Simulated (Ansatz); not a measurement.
# CH8BFSi2: the cost of one run

Method: RKS PBE0/def2-SVP, in Ansatz 0.2.0.

## Step 1: Starting point

Bond lengths: B1–Si2 1.876 Å, Si2–Si3 2.219 Å, Si3–C4 1.913 Å, C4–F5 1.432 Å, B1–H6 1.234 Å, B1–H7 1.195 Å, Si2–H8 1.437 Å, Si2–H9 1.516 Å, Si3–H10 1.515 Å, Si3–H11 1.438 Å, C4–H12 1.109 Å, C4–H13 1.019 Å. Angles (14 of 21 angles, heavy atoms first): B1–Si2–Si3 108.3°, Si2–Si3–C4 111.6°, Si3–C4–F5 104.5°, B1–Si2–H8 110.6°, B1–Si2–H9 110.4°, Si3–Si2–H8 108.7°, Si3–Si2–H9 110.3°, Si2–B1–H6 121.6°, Si2–B1–H7 122.5°, Si2–Si3–H10 108.1°, Si2–Si3–H11 110.4°, C4–Si3–H10 105.8°, C4–Si3–H11 111.3°, Si3–C4–H12 108.6°.

Structure file:

```xyz
13

B    -2.1837    0.3775    0.1837
Si   -0.8006   -0.4197    1.1695
Si    0.8696   -0.8744   -0.2184
C     1.6701    0.7226   -0.9035
F     0.6310    1.3434   -1.6695
H    -3.2251    0.7598    0.7234
H    -2.0892    0.6092   -0.9848
H    -1.2492   -1.6471    1.7676
H    -0.3315    0.5117    2.2697
H     1.9569   -1.5763    0.5685
H     0.4183   -1.7294   -1.2825
H     1.9329    1.3802   -0.0502
H     2.4211    0.5077   -1.5585
```

## Step 2: Relaxing end A

input.yaml reads:

```yaml
crystal:
  periodic: [false, false, false]
  atoms:
    - { symbol: B, position_ang: [-2.1837, 0.3775, 0.1837] }
    - { symbol: Si, position_ang: [-0.8006, -0.4197, 1.1695] }
    - { symbol: Si, position_ang: [0.8696, -0.8744, -0.2184] }
    - { symbol: C, position_ang: [1.6701, 0.7226, -0.9035] }
    - { symbol: F, position_ang: [0.631, 1.3434, -1.6695] }
    - { symbol: H, position_ang: [-3.2251, 0.7598, 0.7234] }
    - { symbol: H, position_ang: [-2.0892, 0.6092, -0.9848] }
    - { symbol: H, position_ang: [-1.2492, -1.6471, 1.7676] }
    - { symbol: H, position_ang: [-0.3315, 0.5117, 2.2697] }
    - { symbol: H, position_ang: [1.9569, -1.5763, 0.5685] }
    - { symbol: H, position_ang: [0.4183, -1.7294, -1.2825] }
    - { symbol: H, position_ang: [1.9329, 1.3802, -0.0502] }
    - { symbol: H, position_ang: [2.4211, 0.5077, -1.5585] }
basis:
  gaussian: { orbitals: def2-SVP }
hamiltonian:
  xc: pbe0
relax:
  f_tol: 0.02
  max_steps: 50
output:
  orbitals: {}
```

Launch:

```
$ ansatz run input.yaml --threads 2 --pin off --max-ram 3072MiB --backend cpu --events-out ev --progress --plain --runs-dir out
```

What time and memory should one allow on 2 threads of Intel Xeon Platinum 8488C (Sapphire Rapids), shared host?

About 1.7 min, with a peak of 0.3 GiB.
